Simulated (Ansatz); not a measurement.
Mn3Al under changes of volume

One of the cells (11.673 Å³/atom); the others are scaled copies at fixed shape and fractional positions:

```
Mn Al
1.0
     0.00000    2.85803    2.85803
     2.85803    0.00000    2.85803
     2.85803    2.85803    0.00000
Mn Al
3 1
Direct
  0.00000 0.00000 0.00000
  0.25000 0.25000 0.25000
  0.75000 0.75000 0.75000
  0.50000 0.50000 0.50000
```

The cell comes from a database or a generator and needn't be the stable form of this composition.

- Program: Ansatz 0.2.0
- Functional: PBEsol
- Potentials or basis: all-electron LAPW, scalar-relativistic
- Cutoff: 306 eV (chosen from the basis error)
- Basis error allowed: 0.001 eV/atom
- k mesh: 8 × 8 × 8
- Occupations: fermi-dirac, width 0.05 eV
- Spin: collinear spin, ferromagnetic start
- Starting moments: [4.0, 4.0, 4.0, 0.0] μB

```csv
volume (Å³/atom),energy over the lowest point (meV/atom),pressure (GPa)
10.972,?,?
11.206,3.46,4.1
11.439,0.00,0.6
11.673,1.38,-2.6
11.906,7.10,-5.4
12.373,29.62,-10.2
```

Question: What does the run at 10.972 Å³/atom give?

Answer: Energy over the lowest point 12.15 meV/atom; pressure 8.1 GPa.

Worked out: A Birch-Murnaghan fit of order 3 (a polynomial in V^(-2/3)) to the other rows has its minimum at 11.49 Å³/atom with B0 = V·E''(V) = 160 GPa and B' = 4.8. It gives 12.44 meV/atom at 10.972 Å³/atom, against the run's 12.15, and -dE/dV = 8.2 GPa, against 8.1.

Energies are extrapolated to zero smearing.

Caveats: the starting moments weren't kept.
